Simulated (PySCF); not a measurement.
**ReCl₂: structure of the quartet**

Aim: relax ReCl₂ as a quartet from a linear start, check by its vibrations whether the end is a minimum, and collect its spectrum and constants.

Method: PBE0, basis Re def2-SVP with ECP60, Cl def2-SVP, scalar-relativistic core potentials, no spin–orbit coupling, density fitting; program: PySCF 2.14.0.

### 1 Where the work starts

3 atoms, charge 0, spin multiplicity 4.

Bond lengths: Re1–Cl2 2.300 Å, Re1–Cl3 2.300 Å. Angles: Cl2–Re1–Cl3 180.0°.

Coordinates in bohr (charge 0 multiplicity 4):
```
Re    0.0000    0.0000    0.0000
Cl    0.0000    0.0000    4.3464
Cl    0.0000    0.0000   -4.3464
```

### 2 The SCF at the typed geometry

The steps below are one call of a driver around PySCF. For each, scf.py gives the equivalent set-up of the SCF; relaxations use the driver's own optimiser. After this first run the driver tries any further starts and a stability analysis.

scf.py

```python
from pyscf import gto, scf, dft
mol = gto.M(atom='''
Re     0.000000     0.000000     0.000000
Cl     0.000000     0.000000     2.300000
Cl     0.000000     0.000000    -2.300000''',
    basis={'Re': 'def2-SVP', 'Cl': 'def2-SVP'},
    ecp={'Re': 'def2-SVP'},
    charge=0, spin=3)
mf = dft.UKS(mol, xc='PBE0')
mf.grids.atom_grid = (50, 194)
aux = {'Re': 'def2-universal-JKFIT', 'Cl': 'def2-universal-JKFIT'}
mf = mf.density_fit(auxbasis=aux)
mf.conv_tol = 1e-08
mf.diis_space = 10
mf.max_cycle = 60
mf.init_guess = 'minao'
mf.verbose = 4
mf.kernel()
```

The run is started by

```sh
OMP_NUM_THREADS=2 python axn.py task.json out
```

Standard output:

```text
init E= -985.90998754975
cycle= 1 E= -998.025934387244  delta_E= -12.1  |g|= 0.245  |ddm|=  5.6
[... the frontier-level lines of each cycle are left out ...]
cycle= 2 E= -998.032217272059  delta_E= -0.00628  |g|= 0.238  |ddm|= 0.587
cycle= 3 E= -998.057690781501  delta_E= -0.0255  |g|= 0.112  |ddm|= 0.407
cycle= 4 E= -998.064921135233  delta_E= -0.00723  |g|= 0.0326  |ddm|= 0.155
cycle= 5 E= -998.065685792768  delta_E= -0.000765  |g|= 0.00333  |ddm|= 0.0544
cycle= 6 E= -998.065806295957  delta_E= -0.000121  |g|= 0.00279  |ddm|= 0.0344
cycle= 7 E= -998.065879071117  delta_E= -7.28e-05  |g|= 0.00313  |ddm|= 0.0199
cycle= 8 E= -998.065724959991  delta_E= 0.000154  |g|= 0.00205  |ddm|= 0.0501
cycle= 9 E= -998.065650638191  delta_E= 7.43e-05  |g|= 0.000558  |ddm|= 0.0673
cycle= 10 E= -998.065651462614  delta_E= -8.24e-07  |g|= 0.000191  |ddm|= 0.00377
cycle= 11 E= -998.065651684512  delta_E= -2.22e-07  |g|= 0.000136  |ddm|= 0.00187
cycle= 12 E= -998.065651932777  delta_E= -2.48e-07  |g|= 7.57e-05  |ddm|= 0.00253
cycle= 13 E= -998.065652049842  delta_E= -1.17e-07  |g|= 1.29e-05  |ddm|= 0.00306
cycle= 14 E= -998.065652051086  delta_E= -1.24e-09  |g|= 2.85e-06  |ddm|= 0.000321
Extra cycle  E= -998.065652051125  delta_E= -3.82e-11  |g|= 3.4e-06  |ddm|= 1.53e-05
converged SCF energy = -998.065652051125  <S^2> = 3.7712771  2S+1 = 4.0106245
```

This step, with its further starts and checks, took 48 s on 2 threads of Intel Xeon at 2.50GHz (Skylake/Cascade Lake), shared host.

The starts that the driver tried:

```
                      start  energy (Eh)
    the minimal-basis guess  -998.065652
a thermally smeared density  -998.085678
      a smeared PBE density  -998.085676
```

The first run landed in a state that is too high. Following the other starts and the instabilities gains 52.6 kJ/mol (-998.08568 Eh), and the work goes on from there.

### 3 Linear start, quartet: relaxation

The program finds D∞h symmetry in the start, which this walk keeps. Threshold on the gradient: 0.0003 Eh/bohr, with a further test on the energy change.

Edit scf.py of step 2 so:

```diff
@@ -16 +15,0 @@
-mf.init_guess = 'minao'
```

Energy and gradient, step by step:

```
step  energy (Eh)  change (kJ/mol)  largest symmetric gradient (Eh/bohr)
   0  -998.085678             0.00                               0.02263
   1  -998.088586            -7.63                               0.00328
   2  -998.088637            -7.77                               0.00054
   3  -998.088638            -7.77                               0.00001
```

The walk took 39 s.

End point (D∞h, 3 steps, 7.8 kJ/mol gained): Re–Cl 2.234 Å (×2); Cl–Re–Cl 180.0°.

### 4 Hessian and properties

On the finer grid the gradient is checked again; gradients at displacements of ±0.02 bohr then give force constants and infrared intensities.

Edit scf.py of step 3 so:

```diff
@@ -4,2 +4,2 @@
-Cl     0.000000     0.000000     2.300000
-Cl     0.000000     0.000000    -2.300000''',
+Cl     0.000000    -0.000000     2.234180
+Cl    -0.000000     0.000000    -2.234180''',
@@ -10 +10 @@
-mf.grids.atom_grid = (50, 194)
+mf.grids.atom_grid = (75, 302)
@@ -13 +13 @@
-mf.conv_tol = 1e-08
+mf.conv_tol = 1e-10
```

The driver hands on the density of the step before, so the log starts near convergence.

Log of the central SCF (cycles and frontier levels):

```text
init E= -998.0885959091
[... the frontier-level lines of each cycle are left out ...]
cycle= 1 E= -998.088595909107  delta_E= -7.5e-12  |g|= 1.26e-06  |ddm|= 7.42e-06
Extra cycle  E= -998.088595909111  delta_E= -3.64e-12  |g|= 2.31e-06  |ddm|= 8.19e-06
converged SCF energy = -998.088595909111  <S^2> = 3.7740722  2S+1 = 4.012018
```

The whole step took 89 s.

Geometry: D∞h; Re–Cl 2.234 Å (×2); Cl–Re–Cl 180.0°.

Harmonic modes (main isotopes):

```json
{"ω (cm⁻¹)": "45i", "IR (km/mol)": "0.6", "μ (u)": "44.91", "type": "bend"}
{"ω (cm⁻¹)": "86", "IR (km/mol)": "1.2", "μ (u)": "44.91", "type": "bend"}
{"ω (cm⁻¹)": "400", "IR (km/mol)": "0.0", "μ (u)": "34.97", "type": "stretch"}
{"ω (cm⁻¹)": "414", "IR (km/mol)": "105", "μ (u)": "44.91", "type": "stretch"}
```

1 mode is imaginary, the largest at 45i cm⁻¹: a saddle point, not a minimum.

The SCF density has lower symmetry than the nuclear frame, so the modes carry no labels; pairs that should be degenerate can split.

Constants and moments:

- Dipole moment: 0.00 D
- Highest occupied level: -6.54 eV
- Lowest empty level: -4.57 eV
- Rotational constants: 0.04829 cm⁻¹
- Zero-point energy (real modes): 5.4 kJ/mol
- Principal polarisabilities: 43.0, 50.9, 87.5 bohr³
- Atomisation energy without zero-point energy: 655 kJ/mol
- Principal traceless quadrupole moments about the centre of mass: -3.92, 0.37, 3.55 D Å
- Spin squared ⟨S²⟩: 3.774

Charges (e) and bond orders:

```tsv
atom	Mulliken	Löwdin	polar tensor	spin (Mulliken)	Mayer order to Re1
Re1	0.43	-0.31	0.92	3.00	–
Cl2,3	-0.22	0.16	-0.46	0.00	1.26
```

Mulliken populations on Re1 (outside its core potential): s 3.14, p 6.26, d 5.13, f 0.04.

### 5 Leaving the saddle point

The atoms are moved a little along the softest imaginary mode and relaxed again.

The program finds C2v symmetry in the start, which this walk keeps. The walk stops when the largest gradient is under 0.0003 Eh/bohr and the energy has settled too.

Edit scf.py of step 4 so:

```diff
@@ -3,3 +3,3 @@
-Re     0.000000     0.000000     0.000000
-Cl     0.000000    -0.000000     2.234180
-Cl    -0.000000     0.000000    -2.234180''',
+Re    -0.093198     0.007773    -0.000000
+Cl     0.249135    -0.020780     2.234180
+Cl     0.249135    -0.020780    -2.234180''',
@@ -10 +10 @@
-mf.grids.atom_grid = (75, 302)
+mf.grids.atom_grid = (50, 194)
@@ -13 +13 @@
-mf.conv_tol = 1e-10
+mf.conv_tol = 1e-08
```

Steps of the walk:

```
step  energy (Eh)  change (kJ/mol)  largest symmetric gradient (Eh/bohr)
   0  -998.088599             0.00                               0.01057
   1  -998.089189            -1.55                               0.00118
   2  -998.089215            -1.62                               0.00093
   3  -998.089257            -1.73                               0.00109
   4  -998.089321            -1.90                               0.00092
   5  -998.089326            -1.91                               0.00028
   6  -998.089327            -1.91                               0.00012
```

The walk took 51 s.

Geometry (Å) and forces (eV/Å) at some steps:

```
step 0
Re  -0.093   0.008   0.000   0.129  -0.005   0.000
Cl   0.249  -0.021   2.234  -0.065   0.002  -0.543
Cl   0.249  -0.021  -2.234  -0.065   0.002   0.543
step 1
Re  -0.095   0.008   0.000  -0.028   0.008   0.000
Cl   0.250  -0.021   2.208   0.014  -0.004  -0.061
Cl   0.250  -0.021  -2.208   0.014  -0.004   0.060
step 3
Re  -0.121   0.010   0.000  -0.056   0.010   0.000
Cl   0.263  -0.022   2.195   0.028  -0.005   0.054
Cl   0.263  -0.022  -2.195   0.028  -0.005  -0.053
step 6
Re  -0.178   0.015   0.000  -0.002   0.003   0.000
Cl   0.292  -0.024   2.179   0.001  -0.002   0.006
Cl   0.292  -0.024  -2.179   0.001  -0.002  -0.006
```

After 6 steps and 1.9 kJ/mol it ends at C2v: Re–Cl 2.230 Å (×2); Cl–Re–Cl 155.6°.

### 6 Hessian and properties

The same treatment as at the point before.

Edit scf.py of step 5 so:

```diff
@@ -3,3 +3,3 @@
-Re    -0.093198     0.007773    -0.000000
-Cl     0.249135    -0.020780     2.234180
-Cl     0.249135    -0.020780    -2.234180''',
+Re    -0.127991     0.010675    -0.000000
+Cl     0.342089    -0.028533     2.179663
+Cl     0.342089    -0.028533    -2.179663''',
@@ -10 +10 @@
-mf.grids.atom_grid = (50, 194)
+mf.grids.atom_grid = (75, 302)
@@ -13 +13 @@
-mf.conv_tol = 1e-08
+mf.conv_tol = 1e-10
```

SCF at the final geometry:

```text
init E= -998.08929445101
[... the frontier-level lines of each cycle are left out ...]
cycle= 1 E= -998.089294451035  delta_E= -2.5e-11  |g|= 3.36e-06  |ddm|= 1.6e-05
Extra cycle  E= -998.089294451042  delta_E= -7.5e-12  |g|= 5.74e-06  |ddm|= 1.59e-05
converged SCF energy = -998.089294451042  <S^2> = 3.7723865  2S+1 = 4.0111776
```

The whole step took 84 s on 2 threads of Intel Xeon at 2.50GHz (Skylake/Cascade Lake), shared host.

Geometry: C2v; Re–Cl 2.230 Å (×2); Cl–Re–Cl 155.6°.

Harmonic modes (main isotopes):

```json
{"symmetry": "a1", "ω (cm⁻¹)": "56", "IR (km/mol)": "0.5", "μ (u)": "44.05"}
{"symmetry": "a1", "ω (cm⁻¹)": "401", "IR (km/mol)": "3.7", "μ (u)": "35.51"}
{"symmetry": "b2", "ω (cm⁻¹)": "416", "IR (km/mol)": "90.8", "μ (u)": "44.49"}
```

All wavenumbers are real: a minimum.

Properties at this point:

- Dipole moment: 0.39 D
- Highest occupied level: -6.41 eV
- Lowest empty level: -4.35 eV
- Rotational constants: 1.488, 0.05073, 0.04906 cm⁻¹
- Zero-point energy: 5.2 kJ/mol
- Principal polarisabilities: 45.4, 53.7, 81.5 bohr³
- Atomisation energy without zero-point energy: 657 kJ/mol
- Principal traceless quadrupole moments about the centre of mass: -3.26, 0.11, 3.16 D Å
- Entropy at 298.15 K and 1 bar (electronic part: spin only): 317.9 J/(mol K)
- Heat capacity Cp at 298.15 K: 53.7 J/(mol K)
- Enthalpy at 298.15 K above 0 K: 13.66 kJ/mol
- Rotational symmetry number: 2
- Spin squared ⟨S²⟩: 3.772

Populations by atom (charges in e):

```tsv
atom	Mulliken	Löwdin	polar tensor	spin (Mulliken)	Mayer order to Re1
Re1	0.41	-0.32	0.86	2.98	–
Cl2,3	-0.20	0.16	-0.43	0.01	1.28
```

Mulliken populations on Re1 (outside its core potential): s 3.13, p 6.25, d 5.17, f 0.04.

### 7 The points found, side by side

| spin | group | bonds | imaginary modes (cm⁻¹) | ΔE (kJ/mol) | with zero-point energy |
| --- | --- | --- | --- | --- | --- |
| quartet | C2v | Re–Cl 2.230 Å (×2) | none | 0.0 | 0.0 |
| quartet | D∞h (density of lower symmetry) | Re–Cl 2.234 Å (×2) | 45i | 1.8 | – |

### 8 Fields at the lowest minimum

The plane holds Re1 at (0.00, 0.00), Cl2 at (2.23, 0.00), Cl3 at (-2.03, 0.92) Å. Columns run from x = -4.05 to 4.65 Å, rows from y = 3.15 (top) to -1.95 Å, in steps of 0.3 Å. Electrons inside core potentials are absent.

Density (cut at 5 e/Å³):

Ten steps from '0' (0.000 e/Å³) to '9' (5.000 e/Å³), finer at the low end (step k begins (100^(k/10) - 1)/99 of the way up):
```
000000000000000000000000000000
000000000000000000000000000000
000001111000000000000000000000
000012222210000000000000000000
000124444321111100000000000000
001245676532222211111110000000
001357887653333322222221100000
002468999754455533334443210000
002467999765688754456765321000
001357887767999965578886421000
001245676558933985679997531000
000123444458933986679997531000
000012233336999965578876421000
000001111224788643456765321000
000000001123555422344443210000
000000000112333221222221100000
000000000011222111111110000000
000000000000111000000000000000
```

ELF (0 where the density is under 0.005 e/Å³):

Ten even steps from '0' (0.00) to '9' (0.90):
```
000000000000000000000000000000
000001221100000000000000000000
000134554310001000000000000000
002456777531012420000000000000
013579998752124531001111000000
024799999974236641123444210000
035898104984246642246776531000
136893981883147632478998753000
136893890871268622799999864100
035799216943789722892149975200
024689999727900852855828985300
013578998316900973865827975200
001456775102798832892139974200
000134542002687201799999863100
000001111124775101689998642000
000000001257886211477776421000
000000001368987411245543210000
000000001468887410012221000000
```

Highest occupied orbital at -6.41 eV (sign arbitrary; one member if degenerate):

Ten even steps from '0' (-0.62 Å^-3/2) to '9' (0.75 Å^-3/2):
```
444444444444444444444444444444
444444444444444444444444444444
444444444444444444444444444444
444444444444443344444444444444
444444544444333333444444444444
444445555443333333444444444444
444445555443322233344444444444
444444424443211123344444444444
444444454444310123444555444444
444443344456631244445555544444
444443334458954765444255544444
444444444456745986544544444444
444444444443213665443344444444
444444443332101344443344444444
444444443332111234444444444444
444444443332222233444444444444
444444444333323333444444444444
444444444433333334444444444444
```

Making the fields took 1.9 s.

### 9 Summary of results

| quantity | value |
| --- | --- |
| minimum | quartet, C2v |
| geometry | Re–Cl 2.230 Å (×2); Cl–Re–Cl 155.6° |
| wavenumbers (cm⁻¹) | 56 (a1), 401 (a1), 416 (b2) |
| dipole moment | 0.39 D |
| highest occupied, lowest empty level (either spin) | -6.41, -4.35 eV |
| polar-tensor charge of Re1 | +0.86 e |
| zero-point energy | 5.2 kJ/mol |
| entropy at 298.15 K | 317.9 J/(mol K) |
| atomisation energy (no zero-point energy) | 657 kJ/mol |
| ⟨S²⟩ | 3.772 |

In words: The linear start (D∞h) ends in a minimum of C2v symmetry, after a stop at a saddle point 1.8 kJ/mol higher, from which it was pushed off along an imaginary mode. In the infrared the band at 416 cm⁻¹ (b2, stretch) leads. Most of the spin sits on Re1 (Mulliken spin 2.98, against 3 for the whole molecule). The first SCF alone would have been 53 kJ/mol too high. Only this shape and spin were tried, so other structures or states may lie lower. One determinant may miss the lowest occupation of an open d or f shell. Spin–orbit coupling, left out here, can matter for elements this heavy.

The search up to here took 5.2 min.
